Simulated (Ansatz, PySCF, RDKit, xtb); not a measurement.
# C5H5FO2: which of the isomers drawn lies lowest?

A sample of isomers of C5H5FO2 is drawn. Aim: find which of them has the lowest free energy at 298.15 K, then its properties. The sample is small against all isomers, and the most stable one of this formula need not be in it.

The funnel: GFN2-xTB relaxations, single points with a density functional, relaxations at PBE0-D3(BJ)/def2-SVP, harmonic vibrations (at GFN2-xTB), and a last energy at a higher level. All values are calculated.

### Step 1. Drawing up candidates

Isomers were taken from a list of plausible structures; this is a sample, not all of them. That gives 6 candidates.

| label | SMILES | spin |
| --- | --- | --- |
| c254 | COc1cc(F)co1 | singlet |
| c298 | COc1coc(F)c1 | singlet |
| c502 | COc1ccoc1F | singlet |
| c576 | COc1cocc1F | singlet |
| c581 | COc1ccc(F)o1 | singlet |
| c999 | COc1occc1F | singlet |

Candidates are built by distance geometry, with a force field where one applies, in up to four conformers (letters a to d).

Q: Predict the outcome of this search (final energies at CCSD(T)/def2-SVP + MP2/def2-TZVPP - MP2/def2-SVP).

| quantity | value |
| --- | --- |
| lowest structure found | COc1ccc(F)o1, singlet |
| next finalist | COc1cc(F)co1, singlet, 1.8 kcal/mol higher in G |
| share at equilibrium, among the finalists | 93.7 % |
| dipole moment (PBE0/def2-SVPD) | 3.11 D |
| HOMO energy (PBE0/def2-SVPD) | -6.02 eV |
| LUMO energy (PBE0/def2-SVPD) | 0.62 eV |
| HOMO–LUMO gap (PBE0/def2-SVPD) | 6.64 eV |
| lowest excitation (TD-PBE0/def2-SVPD) | 5.56 eV (f = 0.004) |
| strongest of the states computed, same level | 6.04 eV (f = 0.200) |
| lowest triplet excitation, same level, Tamm-Dancoff | 4.02 eV |
| vertical ionisation energy | 8.06 eV |
| vertical electron affinity | -1.65 eV (unbound: the value depends on the basis) |
| vertical triplet less singlet | +4.10 eV |

`COc1ccc(F)o1` comes out lowest. The margin, 1.8 kcal/mol, is modest. GFN2-xTB, HF/STO-3G, r2SCAN-D4/def2-SVP, PBE0-D3(BJ)/def2-SVP, HF/def2-SVP and MP2/def2-SVP already put its bonding pattern lowest among the structures in one piece. Lowest found is not proven lowest: the search is finite, and each finalist counts with one conformer. Only 6 drawn patterns were tried, so whole families of isomers are missing, and the result ranks this sample alone.
